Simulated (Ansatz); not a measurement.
# Cl3F2Zr: the cost of one run

Method: UKS PBE-D4/def2-SVP, in Ansatz 0.2.0.

## (1) The system as given

Bond lengths: Zr1–Cl2 2.770 Å, Zr1–Cl3 2.520 Å, Zr1–Cl4 2.518 Å, Zr1–F5 1.979 Å, Cl2–F6 1.800 Å. Angles: Zr1–Cl2–F6 180.0°, Cl2–Zr1–Cl3 109.5°, Cl2–Zr1–Cl4 109.5°, Cl2–Zr1–F5 109.5°, Cl3–Zr1–Cl4 109.5°, Cl3–Zr1–F5 109.5°, Cl4–Zr1–F5 109.5°.

Coordinates:

```xyz
6

Zr    0.0000    0.0000    0.0000
Cl    0.0000    0.0000    2.7700
Cl    2.3764    0.0000   -0.8392
Cl   -1.1869    2.0563   -0.8392
F    -0.9326   -1.6157   -0.6593
F     0.0000    0.0000    4.5700
```

## (2) A restrained relaxation towards end A

Springs on the bonds that form and break draw the guess towards this end; the thresholds are loose.

The input, input.yaml:

```yaml
crystal:
  periodic: [false, false, false]
  atoms:
    - { symbol: Zr, position_ang: [0.0, 0.0, 0.0] }
    - { symbol: Cl, position_ang: [0.0, 0.0, 2.77] }
    - { symbol: Cl, position_ang: [2.3764, 0.0, -0.8392] }
    - { symbol: Cl, position_ang: [-1.1869, 2.0563, -0.8392] }
    - { symbol: F, position_ang: [-0.9326, -1.6157, -0.6593] }
    - { symbol: F, position_ang: [0.0, 0.0, 4.57] }
magnetization:
  spin_polarized: true
  initial_magnetization: 1
basis:
  gaussian: { orbitals: def2-SVP }
hamiltonian:
  xc: pbe
  dispersion: d4
relax:
  f_tol: 0.15
  max_steps: 25
  restrain:
    - { distance: [1, 5], at: 2.7, k: 30.0 }
    - { distance: [0, 1], at: 2.52, k: 30.0 }
output:
  orbitals: {}
```

Launch:

```
$ ansatz run input.yaml --threads 4 --pin off --max-ram 5120MiB --backend cpu --events-out ev --progress --plain --runs-dir out
```

Q: Estimate wall time and peak memory on 4 threads of Arm Neoverse V1, shared host.

About 28 s, with a peak of 0.31 GiB.
